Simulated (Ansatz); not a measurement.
Input of an Ansatz 0.2.0 run:

The input input.yaml:

```yaml
crystal:
  lattice:
    - [1.6712035, -2.472467, 0.0]
    - [1.6712035, 2.472467, 0.0]
    - [0.0, 0.0, 4.447011]
  atoms:
    - { symbol: Hf, position: [0.0, 0.0, 0.0] }
    - { symbol: Mo, position: [0.5, 0.5, 0.5] }
hamiltonian:
  xc: pbe
  pseudopotentials: { kind: paw }
kpoints:
  mp_grid: { grid: [10, 10, 6] }
scf:
  occupations: { method: fermi_dirac, width: 0.05 }
output:
  forces: true
  stress: true
  eigenvalues: true
relax:
  f_tol: 0.01
  max_steps: 40
  cell: { stress_tol: 0.05, p_target: 20.0 }
```

Potentials or basis: Ansatz PAW.

Launch:

```bash
$ ansatz run input.yaml --threads 2 --pin off --max-ram 5632MiB --backend cpu --events-out ev --progress --plain --runs-dir out
```

Task: Estimate the relaxed cell.

Result: a = 2.861 Å, b = 2.861 Å, c = 4.348 Å, α = 90.00°, β = 90.00°, γ = 111.40°.

Task: What does it give for the space group after relaxing (to 0.05 Å)?

Result: Cmmm (No. 65).

Task: Predict the band gap on the k mesh.

Result: None (metal or under the smearing width).

The path:
| step | energy change (eV) | largest force (eV/Å) | volume (Å³) |
| --- | --- | --- | --- |
| 1 | 0.0000 | 0.0000 | 36.75 |
| 2 | 0.3348 | 0.0000 | 32.25 |
| 3 | 0.1905 | 0.0000 | 33.26 |
| 4 | 0.2045 | 0.0000 | 33.14 |
| 5 | 0.2089 | 0.0000 | 33.10 |
| 6 | 0.2062 | 0.0000 | 33.13 |
| 7 | 0.2074 | 0.0000 | 33.13 |

Caveat: the plane-wave basis is chosen anew once the cell has moved, so the energies of steps on either side of that aren't comparable. Spin-orbit coupling is left out, which matters for the levels of Hf.
